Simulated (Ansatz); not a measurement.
Here is an Ansatz 0.2.0 calculation.

File input.yaml:

```yaml
crystal:
  lattice:
    - [2.9025379727, 1.6757810799, 3.4877732718]
    - [-2.9025379727, 1.6757810799, 3.4877732718]
    - [0.0, -3.3515621597, 3.4877732718]
  atoms:
    - { symbol: Zr, position: [0.838727, 0.5, 0.161273] }
    - { symbol: Zr, position: [0.5, 0.161273, 0.838727] }
    - { symbol: Zr, position: [0.161273, 0.838727, 0.5] }
    - { symbol: S, position: [0.665023, 0.665023, 0.665023] }
    - { symbol: S, position: [0.334977, 0.334977, 0.334977] }
hamiltonian:
  xc: pbesol
  pseudopotentials: { kind: paw }
kpoints:
  mp_grid: { grid: [6, 6, 6] }
scf:
  occupations: { method: fermi_dirac, width: 0.05 }
output:
  forces: true
  stress: true
  eigenvalues: true
relax:
  f_tol: 0.01
  max_steps: 40
  cell: { stress_tol: 0.05 }
```

Potentials or basis: Ansatz PAW.

Run with:

```console
$ ansatz run input.yaml --threads 2 --pin off --max-ram 5632MiB --backend cpu --events-out ev --progress --plain --runs-dir out
```

Q: Predict the space group after relaxing (to 0.05 Å).

A: R32 (No. 155).

Q: What does it give for the relaxed volume?

A: 19.52 Å³/atom.

Q: Predict the relaxed cell.

A: a = 4.769 Å, b = 4.769 Å, c = 4.769 Å, α = 73.79°, β = 73.79°, γ = 73.79°.

Forces on the atoms (eV/Å):
```
Zr   0.002  0.004  0.000
Zr   0.002 -0.004  0.000
Zr  -0.004  0.000  0.000
S    0.000  0.000  0.000
S    0.000  0.000  0.000
```

Caveat: the plane-wave basis is chosen anew once the cell has moved, so the energies of steps on either side of that aren't comparable; the PAW data sets come from PBE, with cores solved anew for the run's functional, which leaves a small shift of forces and pressure.
